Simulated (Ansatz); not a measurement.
**Cd2S in Ansatz: the effect of functional**

The system is Cd2S.

```
CELL_PARAMETERS angstrom
3.88178 0.00000 0.00000
-1.94089 3.36172 0.00000
0.00000 0.00000 5.69060
ATOMIC_POSITIONS crystal
Cd 0.33333 0.66667 0.93272
Cd 0.66667 0.33333 0.57873
S 0.33333 0.66667 0.36571
```

The cell comes from a database or a generator and needn't be the stable form of this composition.

The cell isn't the ideal one: volume scaled by 0.94.

Alike in all runs:

| Property | Result |
| --- | --- |
| Program | Ansatz 0.2.0 |
| Task | single point |
| Potentials or basis | Ansatz PAW |
| k mesh | 8 × 8 × 5 |
| Occupations | fermi-dirac, width 0.05 eV |
| Spin | no spin polarisation |

Question: One run gave: gap on the mesh 0.21 eV; pressure -2.5 GPa; largest force 0.13 eV/Å. Which functional did it use?
A. LDA
B. PBEsol
C. r2SCAN

Answer: A.

| functional | cutoff | gap on the mesh (eV) | pressure (GPa) | largest force (eV/Å) |
| --- | --- | --- | --- | --- |
| LDA | 420 eV (not typed: the program's choice for these potentials) | 0.21 | -2.5 | 0.13 |
| PBEsol | 420 eV (not typed: the program's choice for these potentials) | 0.20 | -0.3 | 0.11 |
| r2SCAN | 500 eV (not typed: the program's choice for these potentials) | 0.30 | 1.3 | 0.23 |

Caveats: odd divisions of the mesh miss points on the zone boundary, where band edges often lie, so the gap on the mesh can be too wide; the PAW data sets come from PBE, with cores solved anew for the run's functional, which leaves a small shift of forces and pressure.

A k mesh can miss the band edges.
